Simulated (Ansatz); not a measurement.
Born–Oppenheimer molecular dynamics of a periodic cell of 16 atoms, Li (start crystal Li, start structure bcc, volume 1.1 times the crystal's). It starts from a structure without forces on its atoms.

These are results of DFT PBE, scalar-relativistic, plane waves, PAW (Ansatz), not measurements. Settings: accuracy low, cutoff 420 eV, k mesh 2x2x2, fermi-dirac smearing 0.11 eV, no spin polarisation.

```
ensemble                      : NVE (velocity Verlet)
time step                     : 1.5 fs
steps asked                   : 290
starting velocities drawn for : 2600 K
seed                          : 195384
```

Frames 1.5 fs apart, positions in Å, forces in eV/Å.

Velocities at 360.0 fs (Å/ps):

```
Li 19.52 -4.33 18.02
Li -0.06 1.91 -0.68
Li 4.50 -10.76 -7.45
Li -0.70 -14.14 2.32
Li -5.09 -8.37 -1.44
Li 3.40 -24.47 11.40
Li -13.28 -6.45 3.70
Li -4.33 0.88 17.71
Li 6.35 20.14 -12.53
Li -9.26 8.64 -8.01
Li 14.21 9.17 -2.63
Li -10.76 8.25 3.34
Li 8.44 -2.69 -0.31
Li 8.72 2.03 -16.52
Li -8.09 8.80 -5.28
Li -13.57 11.40 -1.64
```

```xyz
16
Lattice="7.2053 0.0000 0.0000 0.0000 7.2053 0.0000 0.0000 0.0000 7.2053" Properties=species:S:1:pos:R:3:forces:R:3 time_fs=360.0 energy_less_start_eV=3.330 T=883
Li -0.523 -1.548 1.734 -0.07 0.53 0.54
Li 3.352 2.008 -0.997 0.12 0.03 -0.06
Li -0.948 3.097 -2.647 -0.54 0.86 0.33
Li -0.267 -1.604 5.860 0.11 0.52 -0.26
Li 2.269 1.876 2.679 -0.27 -0.36 -0.34
Li 0.598 3.753 0.510 0.51 -0.42 -0.10
Li 5.237 0.358 4.178 -0.23 -0.20 -0.01
Li 6.407 2.013 2.224 -0.07 -0.11 -0.52
Li 1.616 4.726 3.220 -0.50 -0.38 -0.01
Li 2.770 6.407 1.320 0.46 -0.28 0.06
Li 1.192 0.841 7.627 -0.54 -0.05 -0.52
Li 2.378 4.949 5.884 0.21 -0.44 0.31
Li 4.948 4.449 0.086 -0.32 -0.25 -0.04
Li 7.960 1.584 4.537 0.13 -0.18 0.57
Li 2.370 6.941 4.394 0.23 0.10 -0.07
Li 3.872 3.380 2.623 0.76 0.64 0.10
16
Lattice="7.2053 0.0000 0.0000 0.0000 7.2053 0.0000 0.0000 0.0000 7.2053" Properties=species:S:1:pos:R:3:forces:R:3 time_fs=361.5 energy_less_start_eV=3.402 T=846
Li -0.494 -1.553 1.762 -0.10 0.53 0.48
Li 3.352 2.011 -0.998 0.13 0.04 -0.07
Li -0.942 3.082 -2.657 -0.55 0.89 0.37
Li -0.268 -1.625 5.863 0.12 0.53 -0.26
Li 2.261 1.863 2.676 -0.20 -0.30 -0.37
Li 0.603 3.716 0.527 0.49 -0.35 -0.10
Li 5.216 0.348 4.183 -0.21 -0.20 -0.01
Li 6.401 2.014 2.250 -0.08 -0.14 -0.59
Li 1.625 4.756 3.201 -0.48 -0.42 0.03
Li 2.757 6.420 1.308 0.50 -0.31 0.07
Li 1.212 0.855 7.622 -0.60 -0.05 -0.54
Li 2.363 4.961 5.890 0.22 -0.44 0.30
Li 4.960 4.445 0.085 -0.33 -0.24 -0.01
Li 7.974 1.587 4.513 0.09 -0.17 0.63
Li 2.358 6.954 4.386 0.25 0.05 -0.04
Li 3.853 3.398 2.621 0.75 0.61 0.10
16
Lattice="7.2053 0.0000 0.0000 0.0000 7.2053 0.0000 0.0000 0.0000 7.2053" Properties=species:S:1:pos:R:3:forces:R:3 time_fs=363.0 energy_less_start_eV=3.471 T=811
Li -0.465 -1.557 1.792 -0.14 0.51 0.41
Li 3.352 2.014 -1.000 0.13 0.05 -0.08
Li -0.938 3.070 -2.667 -0.56 0.91 0.42
Li -0.268 -1.643 5.865 0.12 0.53 -0.25
Li 2.252 1.849 2.672 -0.12 -0.25 -0.40
Li 0.611 3.678 0.544 0.47 -0.27 -0.11
Li 5.195 0.338 4.189 -0.19 -0.20 -0.01
Li 6.394 2.014 2.274 -0.09 -0.17 -0.65
Li 1.632 4.784 3.183 -0.46 -0.46 0.08
Li 2.745 6.432 1.296 0.53 -0.33 0.07
Li 1.231 0.869 7.615 -0.65 -0.06 -0.55
Li 2.348 4.971 5.896 0.24 -0.44 0.29
Li 4.971 4.439 0.084 -0.33 -0.23 0.02
Li 7.987 1.589 4.491 0.04 -0.16 0.68
Li 2.348 6.968 4.378 0.26 0.00 -0.01
Li 3.836 3.418 2.619 0.74 0.57 0.10
16
Lattice="7.2053 0.0000 0.0000 0.0000 7.2053 0.0000 0.0000 0.0000 7.2053" Properties=species:S:1:pos:R:3:forces:R:3 time_fs=364.5 energy_less_start_eV=3.536 T=777
Li -0.436 -1.560 1.822 -0.18 0.50 0.34
Li 3.353 2.017 -1.001 0.14 0.06 -0.09
Li -0.935 3.061 -2.675 -0.56 0.92 0.46
Li -0.268 -1.660 5.867 0.12 0.54 -0.25
Li 2.243 1.834 2.667 -0.04 -0.19 -0.44
Li 0.620 3.638 0.560 0.44 -0.19 -0.12
Li 5.174 0.326 4.194 -0.17 -0.20 0.00
Li 6.387 2.015 2.296 -0.11 -0.20 -0.71
Li 1.638 4.811 3.164 -0.43 -0.49 0.12
Li 2.736 6.442 1.285 0.56 -0.34 0.07
Li 1.247 0.882 7.607 -0.69 -0.07 -0.57
Li 2.333 4.980 5.904 0.26 -0.44 0.28
Li 4.981 4.433 0.084 -0.33 -0.22 0.04
Li 8.001 1.591 4.471 -0.01 -0.13 0.73
Li 2.337 6.981 4.369 0.28 -0.06 0.03
Li 3.822 3.440 2.618 0.71 0.52 0.10
16
Lattice="7.2053 0.0000 0.0000 0.0000 7.2053 0.0000 0.0000 0.0000 7.2053" Properties=species:S:1:pos:R:3:forces:R:3 time_fs=366.0 energy_less_start_eV=3.597 T=746
Li -0.408 -1.560 1.854 -0.23 0.49 0.27
Li 3.355 2.021 -1.003 0.15 0.07 -0.09
Li -0.934 3.055 -2.682 -0.55 0.92 0.49
Li -0.268 -1.676 5.867 0.12 0.54 -0.24
Li 2.234 1.819 2.661 0.04 -0.12 -0.47
Li 0.630 3.598 0.576 0.41 -0.10 -0.12
Li 5.152 0.315 4.199 -0.14 -0.19 0.00
Li 6.379 2.014 2.315 -0.12 -0.23 -0.76
Li 1.642 4.837 3.146 -0.39 -0.53 0.17
Li 2.727 6.452 1.274 0.59 -0.35 0.07
Li 1.262 0.895 7.597 -0.72 -0.10 -0.58
Li 2.320 4.988 5.912 0.27 -0.43 0.26
Li 4.990 4.427 0.084 -0.33 -0.21 0.07
Li 8.015 1.592 4.454 -0.07 -0.09 0.77
Li 2.328 6.995 4.361 0.30 -0.12 0.06
Li 3.809 3.463 2.616 0.68 0.47 0.11
16
Lattice="7.2053 0.0000 0.0000 0.0000 7.2053 0.0000 0.0000 0.0000 7.2053" Properties=species:S:1:pos:R:3:forces:R:3 time_fs=367.5 energy_less_start_eV=3.654 T=716
Li -0.381 -1.560 1.887 -0.29 0.48 0.20
Li 3.357 2.024 -1.005 0.15 0.07 -0.10
Li -0.935 3.051 -2.687 -0.54 0.91 0.52
Li -0.267 -1.689 5.867 0.12 0.55 -0.24
Li 2.225 1.803 2.653 0.13 -0.06 -0.50
Li 0.642 3.558 0.592 0.38 0.00 -0.13
Li 5.129 0.302 4.205 -0.12 -0.18 0.00
Li 6.371 2.013 2.333 -0.14 -0.26 -0.80
Li 1.645 4.860 3.128 -0.35 -0.56 0.22
Li 2.721 6.460 1.262 0.61 -0.36 0.06
Li 1.274 0.908 7.586 -0.75 -0.13 -0.59
Li 2.307 4.994 5.921 0.29 -0.43 0.25
Li 4.998 4.420 0.083 -0.32 -0.20 0.09
Li 8.028 1.593 4.439 -0.13 -0.05 0.81
Li 2.320 7.007 4.353 0.31 -0.19 0.10
Li 3.799 3.488 2.615 0.65 0.41 0.11
16
Lattice="7.2053 0.0000 0.0000 0.0000 7.2053 0.0000 0.0000 0.0000 7.2053" Properties=species:S:1:pos:R:3:forces:R:3 time_fs=369.0 energy_less_start_eV=3.706 T=690
Li -0.355 -1.558 1.920 -0.35 0.47 0.12
Li 3.359 2.028 -1.008 0.16 0.08 -0.11
Li -0.938 3.051 -2.690 -0.52 0.90 0.55
Li -0.266 -1.701 5.867 0.12 0.55 -0.23
Li 2.216 1.787 2.643 0.20 0.00 -0.53
Li 0.654 3.518 0.607 0.34 0.11 -0.13
Li 5.106 0.289 4.210 -0.09 -0.18 0.00
Li 6.363 2.011 2.347 -0.15 -0.28 -0.83
Li 1.648 4.882 3.112 -0.30 -0.59 0.27
Li 2.716 6.467 1.252 0.62 -0.36 0.06
Li 1.284 0.920 7.572 -0.77 -0.18 -0.60
Li 2.295 4.999 5.931 0.30 -0.42 0.22
Li 5.005 4.412 0.084 -0.31 -0.19 0.11
Li 8.041 1.594 4.426 -0.20 0.00 0.85
Li 2.312 7.020 4.346 0.32 -0.26 0.13
Li 3.791 3.514 2.615 0.62 0.36 0.12
16
Lattice="7.2053 0.0000 0.0000 0.0000 7.2053 0.0000 0.0000 0.0000 7.2053" Properties=species:S:1:pos:R:3:forces:R:3 time_fs=370.5 energy_less_start_eV=3.751 T=666
Li -0.330 -1.554 1.953 -0.41 0.47 0.05
Li 3.362 2.032 -1.010 0.17 0.08 -0.11
Li -0.943 3.053 -2.692 -0.50 0.88 0.56
Li -0.265 -1.712 5.865 0.11 0.55 -0.22
Li 2.208 1.771 2.632 0.27 0.06 -0.55
Li 0.668 3.478 0.622 0.30 0.22 -0.13
Li 5.083 0.276 4.216 -0.07 -0.17 0.00
Li 6.354 2.008 2.360 -0.16 -0.30 -0.85
Li 1.649 4.902 3.096 -0.24 -0.62 0.32
Li 2.714 6.473 1.241 0.63 -0.36 0.05
Li 1.291 0.932 7.557 -0.78 -0.23 -0.61
Li 2.284 5.002 5.941 0.32 -0.41 0.20
Li 5.011 4.403 0.084 -0.29 -0.18 0.13
Li 8.053 1.595 4.416 -0.26 0.05 0.87
Li 2.306 7.031 4.338 0.33 -0.33 0.16
Li 3.785 3.541 2.614 0.59 0.30 0.12
16
Lattice="7.2053 0.0000 0.0000 0.0000 7.2053 0.0000 0.0000 0.0000 7.2053" Properties=species:S:1:pos:R:3:forces:R:3 time_fs=372.0 energy_less_start_eV=3.789 T=647
Li -0.306 -1.549 1.987 -0.49 0.47 -0.02
Li 3.365 2.036 -1.013 0.17 0.08 -0.12
Li -0.949 3.058 -2.692 -0.48 0.84 0.56
Li -0.263 -1.720 5.863 0.10 0.55 -0.21
Li 2.201 1.755 2.619 0.34 0.10 -0.56
Li 0.683 3.439 0.636 0.26 0.33 -0.13
Li 5.060 0.261 4.221 -0.04 -0.16 0.00
Li 6.345 2.004 2.369 -0.17 -0.32 -0.86
Li 1.649 4.920 3.080 -0.18 -0.65 0.37
Li 2.713 6.478 1.230 0.64 -0.34 0.05
Li 1.296 0.943 7.539 -0.79 -0.29 -0.62
Li 2.275 5.005 5.952 0.33 -0.40 0.18
Li 5.016 4.394 0.085 -0.28 -0.17 0.15
Li 8.065 1.596 4.409 -0.31 0.11 0.89
Li 2.301 7.042 4.332 0.34 -0.39 0.19
Li 3.781 3.570 2.614 0.55 0.25 0.13
16
Lattice="7.2053 0.0000 0.0000 0.0000 7.2053 0.0000 0.0000 0.0000 7.2053" Properties=species:S:1:pos:R:3:forces:R:3 time_fs=373.5 energy_less_start_eV=3.818 T=632
Li -0.284 -1.542 2.021 -0.56 0.47 -0.08
Li 3.369 2.041 -1.017 0.17 0.09 -0.12
Li -0.956 3.065 -2.691 -0.45 0.81 0.55
Li -0.261 -1.727 5.860 0.09 0.55 -0.20
Li 2.195 1.740 2.605 0.39 0.15 -0.56
Li 0.699 3.401 0.650 0.22 0.44 -0.13
Li 5.036 0.247 4.227 -0.01 -0.16 -0.01
Li 6.335 1.999 2.376 -0.18 -0.33 -0.85
Li 1.649 4.936 3.067 -0.12 -0.68 0.41
Li 2.715 6.482 1.220 0.64 -0.33 0.04
Li 1.298 0.953 7.520 -0.78 -0.36 -0.63
Li 2.266 5.005 5.964 0.34 -0.40 0.15
Li 5.021 4.384 0.086 -0.26 -0.16 0.16
Li 8.076 1.597 4.405 -0.37 0.16 0.89
Li 2.296 7.051 4.326 0.34 -0.45 0.22
Li 3.778 3.599 2.615 0.52 0.20 0.14
16
Lattice="7.2053 0.0000 0.0000 0.0000 7.2053 0.0000 0.0000 0.0000 7.2053" Properties=species:S:1:pos:R:3:forces:R:3 time_fs=375.0 energy_less_start_eV=3.837 T=622
Li -0.263 -1.534 2.054 -0.63 0.47 -0.14
Li 3.373 2.046 -1.021 0.18 0.09 -0.12
Li -0.965 3.075 -2.687 -0.43 0.76 0.53
Li -0.259 -1.732 5.857 0.09 0.55 -0.18
Li 2.190 1.724 2.588 0.44 0.18 -0.55
Li 0.715 3.364 0.663 0.18 0.56 -0.13
Li 5.013 0.232 4.232 0.02 -0.15 -0.01
Li 6.324 1.994 2.380 -0.19 -0.34 -0.83
Li 1.649 4.950 3.054 -0.06 -0.71 0.45
Li 2.718 6.485 1.210 0.63 -0.31 0.03
Li 1.298 0.962 7.498 -0.77 -0.43 -0.64
Li 2.258 5.005 5.976 0.35 -0.39 0.13
Li 5.024 4.374 0.088 -0.23 -0.15 0.17
Li 8.085 1.599 4.403 -0.41 0.22 0.88
Li 2.293 7.059 4.320 0.34 -0.50 0.24
Li 3.777 3.628 2.616 0.50 0.15 0.15
16
Lattice="7.2053 0.0000 0.0000 0.0000 7.2053 0.0000 0.0000 0.0000 7.2053" Properties=species:S:1:pos:R:3:forces:R:3 time_fs=376.5 energy_less_start_eV=3.843 T=619
Li -0.244 -1.524 2.087 -0.70 0.48 -0.20
Li 3.378 2.051 -1.025 0.18 0.09 -0.11
Li -0.975 3.088 -2.682 -0.40 0.71 0.51
Li -0.256 -1.735 5.853 0.08 0.55 -0.17
Li 2.187 1.710 2.570 0.47 0.21 -0.53
Li 0.732 3.329 0.676 0.14 0.67 -0.12
Li 4.989 0.216 4.237 0.05 -0.14 -0.01
Li 6.314 1.987 2.381 -0.19 -0.34 -0.80
Li 1.648 4.962 3.043 0.01 -0.73 0.49
Li 2.724 6.487 1.200 0.62 -0.29 0.03
Li 1.296 0.970 7.475 -0.76 -0.50 -0.65
Li 2.251 5.004 5.989 0.36 -0.38 0.11
Li 5.027 4.364 0.090 -0.21 -0.14 0.18
Li 8.094 1.602 4.404 -0.44 0.27 0.86
Li 2.291 7.065 4.316 0.33 -0.55 0.26
Li 3.778 3.658 2.617 0.47 0.10 0.16
```

Of the whole run (435 fs, mean temperature of the second half 1093 K): The conserved energy stayed within 0.23 meV per atom of its start (net change 0.12 meV per atom), so the integration is sound. Over the second half the temperature averaged 0.42 of the 2600 K drawn at the start: a run that starts near a minimum puts about half its kinetic energy into the potential. A run of 0.43 ps of so small a system gives no equilibrium averages. Limits of this set-up: coarse k mesh, low accuracy level.

The run took 12 min on 1 thread of AMD EPYC 7B13 (Zen 3), with other jobs on the host, peak memory 0.61 GiB.
